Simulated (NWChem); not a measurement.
# SbHCl (SMILES [Cl][SbH]): levels of theory compared

Wanted: a comparison of 4 runs (U-wB97X/def2-SVP, U-wB97X/def2-SVPD, U-wB97X/def2-TZVP, U-wB97X/def2-TZVPD) of SbHCl. 

The calculation is run with NWChem 7.3.0.

## Step 1: The molecule

The species is SbHCl (3 atoms), meant as a doublet with charge 0. SMILES: `[Cl][SbH]`. The coordinates come from a PBE0-D4/def2-TZVP relaxation.

Bond lengths: Cl1–Sb2 2.346 Å, Sb2–H3 1.717 Å. Angles: Cl1–Sb2–H3 93.4°.

## Step 2: Energy and one-electron properties at U-wB97X/def2-SVP (core potential) (run 1)

Input file run.nw:

```
start run
title "ClHSb"
memory stack 880 mb heap 220 mb global 1100 mb
charge 0
geometry noautosym nocenter noautoz
 Cl       1.433600       0.355900       0.815000
 Sb      -0.627500       0.630800      -0.272300
 H       -0.817000      -1.051500      -0.556000
end
basis spherical bse
 * library def2-SVP
end
ecp bse
 Sb library def2-SVP
end
dft
 xc wb97x
 mult 2
 grid fine
 convergence energy 1e-08
 iterations 100
 mulliken
 noprint "final vectors analysis"
end
property
 dipole
 quadrupole
 mulliken
end
task dft property
```

Started as:

```bash
$ nwchem run.nw > run.out
```

The log of the run:

```text
[...]
          Wavefunction type:  spin polarized.
          No. of atoms     :     3
          No. of electrons :    41
[...]
          Charge           :     0
          Spin multiplicity:     2
[...]
          AO basis - number of functions:    49
[...]
              XC Information
              --------------
                       wb97x  Method XC Functional
                     Hartree-Fock (Exact) Exchange  1.000
                         wb97x Exchange Functional  1.000
                      wb97x Correlation Functional  1.000
[...]
 d= 0,ls=0.0,diis     1   -700.9172954547 -7.99D+02  8.04D-03  5.69D-02     1.5
[...]
 d= 0,ls=0.0,diis    10   -700.9480115176 -6.96D-09  4.41D-07  1.07D-10    10.7
[...]
         Total DFT energy =     -700.948011517554
      One electron energy =    -1251.799008366221
           Coulomb energy =      500.634179230522
    Exchange-Corr. energy =      -48.063287734933
 Nuclear repulsion energy =       98.280105353078
[...]
      Total Density - Mulliken Population Analysis
     ---------------------------------------------
    Atom       Charge   Shell Charges
 -----------   ------   -------------------------------------------------------
    1 Cl  17    17.31   2.00  1.99  1.23  0.74  5.93  2.14  3.27  0.02
    2 Sb  23    22.62  -0.08  2.11  1.31  0.52  3.05  2.96  1.59  1.02  9.77  0.35
    3 H    1     1.07   0.69  0.37  0.01
[...]
      <S2> =      0.7530 (Exact =     0.7500)
[...]
   Dipole moment        2.4107052914 Debye(s)
             DMX       -2.1133258966 DMXEFC        0.0000000000
             DMY        0.3417353574 DMYEFC        0.0000000000
             DMZ       -1.1084090411 DMZEFC        0.0000000000
   -EFC- dipole         0.0000000000 DEBYE(S)
   Total dipole         2.4107052914 DEBYE(S)
[...]
```

Wall time 11 s (1 thread of Intel Xeon 6975P-C (Granite Rapids), shared host); peak memory 0.11 GiB.

Atomic charges (e):

```tsv
atom	Löwdin
Cl1	-0.160
Sb2	+0.250
H3	-0.090
```

## Step 3: Energy and one-electron properties at U-wB97X/def2-SVPD (core potential) (run 2)

Input file test.nw:

```
start test
title "ClHSb properties"
memory 2200 mb
geometry noautosym nocenter noautoz
Cl    1.433600    0.355900    0.815000
Sb   -0.627500    0.630800   -0.272300
H    -0.817000   -1.051500   -0.556000
end
basis spherical bse
* library def2-SVPD
end
ecp bse
Sb library def2-SVPD
end
dft
xc wb97x
mult 2
grid fine
convergence energy 1e-08
iterations 100
mulliken
noprint "final vectors analysis"
end
property
dipole
quadrupole
mulliken
end
task dft property
```

Started as:

```bash
$ nwchem test.nw > test.out
```

The log of the run:

```text
[...]
          Wavefunction type:  spin polarized.
          No. of atoms     :     3
          No. of electrons :    41
[...]
          Charge           :     0
          Spin multiplicity:     2
[...]
          AO basis - number of functions:    67
[...]
              XC Information
              --------------
                       wb97x  Method XC Functional
                     Hartree-Fock (Exact) Exchange  1.000
                         wb97x Exchange Functional  1.000
                      wb97x Correlation Functional  1.000
[...]
 d= 0,ls=0.0,diis     1   -700.9266149219 -7.99D+02  6.18D-03  6.00D-02     3.4
[...]
 d= 0,ls=0.0,diis    10   -700.9586596765 -9.12D-09  2.86D-07  1.09D-10    21.6
[...]
         Total DFT energy =     -700.958659676471
      One electron energy =    -1251.438901528689
           Coulomb energy =      500.234947122271
    Exchange-Corr. energy =      -48.034810623130
 Nuclear repulsion energy =       98.280105353078
[...]
      Total Density - Mulliken Population Analysis
     ---------------------------------------------
    Atom       Charge   Shell Charges
 -----------   ------   -------------------------------------------------------
    1 Cl  17    17.52   2.00  1.98  1.25  0.70  0.07  5.93  2.15  3.18  0.21  0.02  0.03
    2 Sb  23    22.46  -0.08  2.11  1.34  0.45  0.01  3.05  2.96  1.57  0.91  9.77  0.35  0.01
    3 H    1     1.02   0.69  0.30  0.01  0.01
[...]
      <S2> =      0.7531 (Exact =     0.7500)
[...]
   Dipole moment        2.4367887334 Debye(s)
             DMX       -2.1382420660 DMXEFC        0.0000000000
             DMY        0.3187991204 DMYEFC        0.0000000000
             DMZ       -1.1243786368 DMZEFC        0.0000000000
   -EFC- dipole         0.0000000000 DEBYE(S)
   Total dipole         2.4367887334 DEBYE(S)
[...]
```

Wall time 22 s (1 thread of Intel Xeon 6975P-C (Granite Rapids), shared host); peak memory 0.12 GiB.

Atomic charges (e):

```tsv
atom	Löwdin
Cl1	-0.370
Sb2	+0.630
H3	-0.250
```

Run 3 isn't shown in full; the table further down has it.

## Step 4: The charge distribution at U-wB97X/def2-TZVPD (core potential) (run 4)

Input file clhsb.nw:

```
start clhsb
title "ClHSb properties"
memory stack 880 mb heap 220 mb global 1100 mb

geometry noautosym nocenter noautoz
   Cl     1.433600     0.355900     0.815000
   Sb    -0.627500     0.630800    -0.272300
   H     -0.817000    -1.051500    -0.556000
end

basis spherical bse
   * library def2-TZVPD
end

ecp bse
   Sb library def2-TZVPD
end

dft
   xc wb97x
   mult 2
   grid fine
   convergence energy 1e-08
   maxiter 100
   mulliken
   noprint "final vectors analysis"
end

property
   dipole
   quadrupole
   mulliken
end

task dft property
```

Started as:

```bash
$ nwchem clhsb.nw > clhsb.out
```

The log of the run:

```text
[...]
          Wavefunction type:  spin polarized.
          No. of atoms     :     3
          No. of electrons :    41
[...]
          Charge           :     0
          Spin multiplicity:     2
[...]
          AO basis - number of functions:   111
[...]
              XC Information
              --------------
                       wb97x  Method XC Functional
                     Hartree-Fock (Exact) Exchange  1.000
                         wb97x Exchange Functional  1.000
                      wb97x Correlation Functional  1.000
[...]
 d= 0,ls=0.0,diis     1   -701.0833677464 -7.99D+02  3.55D-03  1.58D-01     8.7
[...]
 d= 0,ls=0.0,diis    11   -701.1201944125 -1.27D-09  2.17D-07  7.88D-11    87.8
[...]
         Total DFT energy =     -701.120194412491
      One electron energy =    -1251.963994770245
           Coulomb energy =      500.621016541110
    Exchange-Corr. energy =      -48.057321536434
 Nuclear repulsion energy =       98.280105353078
[...]
      Total Density - Mulliken Population Analysis
     ---------------------------------------------
    Atom       Charge   Shell Charges
 -----------   ------   -------------------------------------------------------
    1 Cl  17    17.37   2.01  0.43  1.52  1.12  0.85  0.03  4.19  1.67  1.12  2.84  1.51  0.03  0.01  0.03  0.00  0.00
    2 Sb  23    22.60   0.16 -0.68  1.62  0.90  1.15  0.71  0.01 -0.47  6.43  0.90  1.35  0.34  8.98  1.02  0.14 -0.00  0.00  0.03
    3 H    1     1.04   0.23  0.53  0.26  0.01  0.00
[...]
      <S2> =      0.7532 (Exact =     0.7500)
[...]
   Dipole moment        2.3302471903 Debye(s)
             DMX       -2.0402612813 DMXEFC        0.0000000000
             DMY        0.3592124423 DMYEFC        0.0000000000
             DMZ       -1.0669359369 DMZEFC        0.0000000000
   -EFC- dipole         0.0000000000 DEBYE(S)
   Total dipole         2.3302471903 DEBYE(S)
[...]
```

Wall time 89 s (1 thread of Intel Xeon 6975P-C (Granite Rapids), shared host); peak memory 0.14 GiB.

Atomic charges (e):

```tsv
atom	Löwdin
Cl1	-0.280
Sb2	+0.520
H3	-0.240
```

## Step 5: All runs side by side

```tsv
run	level	core potential	energy (Eh)	dipole moment (D)	⟨S²⟩	wall time
1	U-wB97X/def2-SVP (core potential)	def2-SVP	-700.948012	2.41	0.753	11 s
2	U-wB97X/def2-SVPD (core potential)	def2-SVPD	-700.958660	2.44	0.753	22 s
3	U-wB97X/def2-TZVP (core potential)	def2-TZVP	-701.119228	2.37	0.753	57 s
4	U-wB97X/def2-TZVPD (core potential)	def2-TZVPD	-701.120194	2.33	0.753	89 s
```

Convergence of the total energy of doublet SbHCl with the basis set, against the last point:

```tsv
basis set	from the last (mEh)	wall time
def2-SVP	+172.183	11 s
def2-SVPD	+161.535	22 s
def2-TZVP	+0.966	57 s
def2-TZVPD	+0.000	89 s
```

Convergence of the dipole moment of doublet SbHCl with the basis set, against the last point:

```tsv
basis set	from the last (D)	wall time
def2-SVP	+0.0805	11 s
def2-SVPD	+0.1065	22 s
def2-TZVP	+0.0433	57 s
def2-TZVPD	+0.0000	89 s
```

## Step 6: Results

| quantity | value |
| --- | --- |
| run 4: total energy | -701.12019 Eh |
| run 4: dipole moment | 2.33 D |
| run 4: ⟨S²⟩ | 0.753 |

The dipole moment (its size) runs from 2.33 D (U-wB97X/def2-TZVPD) to 2.44 D (U-wB97X/def2-SVPD). All runs together took 3 min, the longest 89 s.
